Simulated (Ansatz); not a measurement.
# FeB3Pt: the cost of one run

Method: DFT PBE, scalar-relativistic, plane waves, PAW, in Ansatz 0.2.0.

### 1 The system as given

The structure is cubic, space group Pm-3m (No. 221). The conventional cell has a = 3.507 Å, b = 3.507 Å, c = 3.507 Å, α = 90.00°, β = 90.00°, γ = 90.00°. Fe (site symmetry m-3m) is surrounded by 6 B at 1.75 Å. B (site symmetry 4/mmm) has 2 Fe at 1.75 Å and 4 Pt at 2.48 Å as nearest neighbours. Around Pt (site symmetry m-3m) lie 12 B at 2.48 Å.

As a file:

```
Fe B Pt
1.0
     3.50663    0.00000    0.00000
     0.00000    3.50663    0.00000
     0.00000    0.00000    3.50663
Fe B Pt
1 3 1
Direct
  0.50000 0.50000 0.50000
  0.00000 0.50000 0.50000
  0.50000 0.00000 0.50000
  0.50000 0.50000 0.00000
  0.00000 0.00000 0.00000
```

A structure generator made this guess: species swapped into a database cell of KMgH3 (Pm-3m, No. 221), with Pt on the K sites, Fe on the Mg sites and B on the H sites. The dimensions are guesses.

### 2 Probe: one point on a coarse mesh

input.yaml reads:

```yaml
crystal:
  lattice:
    - [3.50663253, 0.0, 0.0]
    - [0.0, 3.50663253, 0.0]
    - [0.0, 0.0, 3.50663253]
  atoms:
    - { symbol: Fe, position: [0.5, 0.5, 0.5], spin: 4.0 }
    - { symbol: B, position: [0.0, 0.5, 0.5] }
    - { symbol: B, position: [0.5, 0.0, 0.5] }
    - { symbol: B, position: [0.5, 0.5, 0.0] }
    - { symbol: Pt, position: [0.0, 0.0, 0.0] }
basis:
  ecutwfc: 420
kpoints:
  mp_grid: { grid: [6, 6, 6] }
hamiltonian:
  xc: pbe
scf:
  occupations: { method: gaussian, width: 0.1 }
  lower_state_search: "off"
output:
  forces: true
  stress: true
  eigenvalues: true
  populations: true
magnetization:
  spin_polarized: true
```

Started as:

```sh
$ ansatz run input.yaml --threads 1 --pin off --max-ram 2560MiB --backend cpu --events-out ev --progress --plain --runs-dir out
```

What time and memory should one allow on 1 thread of Intel Xeon 6975P-C (Granite Rapids), shared host?

About 3.2 s, with a peak of 0.36 GiB.
